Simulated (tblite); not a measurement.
# C4H13GeNSi: the cost of one run

The runs use tblite 0.8.0 and PySCF 2.14.0, with density-fitted response routines of our own; the level of theory stands in each step. All values are computed, except where a source is named. Atoms are numbered from 0 throughout.

## (1) The starting structure

20 atoms, charge 0, multiplicity 1; geometry from: force field or distance geometry start.

Bonds of the start (Å): C0–C1 1.33, C1–C2 1.49, C2–C3 1.51, C1–N4 1.42, N4–Si5 1.80, N4–Ge6 1.87, C0–H7 1.07, C0–H8 1.09, C2–H9 1.09, C2–H10 1.13, C3–H11 1.11, C3–H12 1.10, C3–H13 1.11, Si5–H14 1.47, Si5–H15 1.47, Si5–H16 1.47, Ge6–H17 1.54, Ge6–H18 1.53, Ge6–H19 1.57.

## (2) Geometry optimisation with GFN2-xTB

Job settings and geometry (Å):

```
{"job": {"kind": "relax", "xc": "GFN2-xTB", "basis": "xTB"}, "charge": 0, "multiplicity": 1}
C     -0.018800     0.003000     2.105400
C      0.154500    -0.179000     0.797500
C      1.530100    -0.580300     0.381000
C      2.171600     0.384100    -0.582700
N     -0.896500    -0.021300    -0.140200
Si    -1.091700    -1.295900    -1.396700
Ge    -2.018700     1.472100    -0.088900
H     -0.942700     0.294000     2.560000
H      0.832300    -0.141600     2.777500
H      2.151300    -0.688800     1.272600
H      1.463000    -1.592900    -0.109700
H      3.258300     0.156200    -0.554100
H      1.838200     0.234800    -1.617100
H      2.094600     1.439200    -0.259400
H     -1.133700    -2.565000    -0.653200
H     -2.402800    -1.131900    -2.031400
H     -0.018000    -1.267100    -2.397700
H     -1.219400     2.784200     0.025900
H     -2.908200     1.411700    -1.327200
H     -2.848500     1.295300     1.235300
```

On the command line:

```console
$ OMP_NUM_THREADS=1 python probes_run.py task.json out
```

One launch serves the whole session: the jobs run in the order shown.

Q: Estimate the wall time and peak memory of this first job on 1 thread of Arm Neoverse N1, shared host.

About 1.6 s, with a peak of 0.18 GiB.
